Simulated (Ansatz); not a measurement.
# SiH2Se2: basis-set convergence

One table from this session's results is given with a row withheld; the runs are named, their logs left out.

Method: one geometry, several basis sets; program: Ansatz 0.2.0, Gaussian basis.

Levels to be run: PBE0-D4/def2-SVP; ωB97M-V/def2-SVP; PBE0-D4/def2-QZVPP; ωB97M-V/def2-QZVPP; the functionals' def2-TZVPP values are taken from earlier runs.

### The relaxed structure

The geometry comes from an earlier relaxation with PBE0-D4 in a triple-zeta def2 set; it is a stationary point.

SMILES `[SiH2]1[Se][Se]1`, 5 atoms, charge 0, spin multiplicity 1.

Atoms are counted from 1 here; the program's logs count them from 0.

Bond lengths: Si1–Se2 2.240 Å, Si1–Se3 2.240 Å, Si1–H4 1.478 Å, Si1–H5 1.478 Å, Se2–Se3 2.424 Å. Angles: Se2–Si1–Se3 65.5°, Se2–Si1–H4 117.6°, Se2–Si1–H5 117.6°, Se3–Si1–H4 117.6°, Se3–Si1–H5 117.6°, H4–Si1–H5 113.0°, Si1–Se2–Se3 57.2°, Si1–Se3–Se2 57.3°.

Set-up of the first run:

Input file in.yaml:

```yaml
crystal:
  periodic: [false, false, false]
  atoms:
    - {symbol: Si, position_ang: [-0.285741, 0.210091, -0.219619]}
    - {symbol: Se, position_ang: [0.766564, -0.161611, 1.722697]}
    - {symbol: Se, position_ang: [1.269123, -1.400540, -0.298850]}
    - {symbol: H, position_ang: [-1.702623, -0.198689, -0.321312]}
    - {symbol: H, position_ang: [0.002477, 1.477049, -0.924415]}
basis:
  gaussian: {orbitals: def2-SVP}
hamiltonian: {xc: pbe0, dispersion: d4}
output: {orbitals: {seedname: orbitals}}
```

Command:

```sh
$ ansatz run in.yaml --threads 2 --pin off --events-out ev --progress --plain --max-ram 4352MiB
```

Among the steps run: PBE0-D4 in def2-SVP; ωB97M-V in def2-SVP; PBE0-D4 in def2-QZVPP; ωB97M-V in def2-QZVPP.

One of the session's tables, all rows but one given; the rest of the session is left out.

It belongs to the step «Density functionals: the series». 

| functional | basis | HOMO (eV) | LUMO (eV) |
| --- | --- | --- | --- |
| PBE0-D4 | def2-SVP | -6.14 | -2.19 |
| PBE0-D4 | def2-TZVPP | -6.23 | -2.28 |
| PBE0-D4 | def2-QZVPP | -6.25 | -2.30 |
| ωB97M-V | def2-SVP | ? | ? |
| ωB97M-V | def2-TZVPP | -8.32 | -0.31 |
| ωB97M-V | def2-QZVPP | -8.34 | -0.39 |

**Question.** Estimate the row for ωB97M-V, def2-SVP.

**Answer.** HOMO (eV): -8.21; LUMO (eV): -0.10. In the column «HOMO (eV)» it lies between ωB97M-V, def2-TZVPP (-8.32) and PBE0-D4, def2-QZVPP (-6.25).
